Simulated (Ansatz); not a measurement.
# CH₇AlInNS: basis-set convergence

An exercise on one series of results from a longer session: the logs are not shown, and one member is left open.

Method: one geometry, several basis sets; program: Ansatz 0.2.0, Gaussian basis.

The runs, in order: PBE0-D4/def2-SVP; ωB97M-V/def2-SVP; PBE0-D4/def2-QZVPP; ωB97M-V/def2-QZVPP; the functionals' def2-TZVPP values are taken from earlier runs.

### The relaxed structure

An earlier PBE0-D4 in a triple-zeta def2 set relaxation fixed the geometry. In takes the def2 core potential; no spin-orbit term is included.

12 atoms, charge 0, spin multiplicity 1.

Atoms are counted from 1 here; the program's logs count them from 0.

Bond lengths: N1–C2 1.530 Å, N1–Al3 1.965 Å, N1–H6 1.013 Å, N1–H7 1.015 Å, C2–Al3 1.983 Å, C2–S4 1.758 Å, C2–In5 2.132 Å, Al3–H8 1.590 Å, Al3–H9 1.585 Å, S4–H10 1.353 Å, In5–H11 1.729 Å, In5–H12 1.711 Å. Angles: C2–N1–Al3 67.8°, C2–N1–H6 114.6°, C2–N1–H7 110.9°, Al3–N1–H6 125.6°, Al3–N1–H7 120.1°, H6–N1–H7 109.5°, N1–C2–Al3 66.6°, N1–C2–S4 113.8°, N1–C2–In5 117.1°, Al3–C2–S4 122.5°, Al3–C2–In5 108.6°, S4–C2–In5 118.1°, N1–Al3–C2 45.6°, N1–Al3–H8 112.0°, N1–Al3–H9 112.2°, C2–Al3–H8 116.7°, C2–Al3–H9 116.8°, H8–Al3–H9 125.5° and more.

Set-up of the first run:

in.yaml

```yaml
crystal:
  periodic: [false, false, false]
  atoms:
    - {symbol: N, position_ang: [-1.172290, -0.345428, 0.565079]}
    - {symbol: C, position_ang: [-0.150008, 0.036923, -0.506974]}
    - {symbol: Al, position_ang: [0.607122, -1.089418, 0.938816]}
    - {symbol: S, position_ang: [-0.522529, -0.598627, -2.103126]}
    - {symbol: In, position_ang: [0.714201, 1.981709, -0.375702]}
    - {symbol: H, position_ang: [-1.595158, 0.441207, 1.043829]}
    - {symbol: H, position_ang: [-1.899630, -0.936921, 0.177115]}
    - {symbol: H, position_ang: [1.331071, -0.329300, 2.133390]}
    - {symbol: H, position_ang: [0.671800, -2.649600, 0.668495]}
    - {symbol: H, position_ang: [-0.071789, -1.869772, -1.999423]}
    - {symbol: H, position_ang: [0.132482, 2.951274, 0.932282]}
    - {symbol: H, position_ang: [1.954728, 2.407942, -1.473781]}
basis:
  gaussian: {orbitals: def2-SVP}
hamiltonian: {xc: pbe0, dispersion: d4}
output: {orbitals: {seedname: orbitals}}
```

On the command line:

```sh
ansatz run in.yaml --threads 4 --pin off --events-out ev --progress --plain --max-ram 10444MiB
```

Steps of the session up to this table: PBE0-D4 in def2-SVP; ωB97M-V in def2-SVP; PBE0-D4 in def2-QZVPP; ωB97M-V in def2-QZVPP.

One of the session's tables, all rows but one given; the rest of the session is left out.

It belongs to the step «Functionals by basis». 

| functional | basis | HOMO (eV) | LUMO (eV) |
| --- | --- | --- | --- |
| PBE0-D4 | def2-SVP | -6.39 | -1.48 |
| PBE0-D4 | def2-TZVPP | ? | ? |
| PBE0-D4 | def2-QZVPP | -6.47 | -1.60 |
| ωB97M-V | def2-SVP | -8.45 | 0.08 |
| ωB97M-V | def2-TZVPP | -8.54 | -0.14 |
| ωB97M-V | def2-QZVPP | -8.57 | -0.20 |

Q: Estimate the row for PBE0-D4, def2-TZVPP from the others.

The run gave: HOMO (eV): -6.45; LUMO (eV): -1.58. In the column «HOMO (eV)» it lies between PBE0-D4, def2-QZVPP (-6.47) and PBE0-D4, def2-SVP (-6.39).
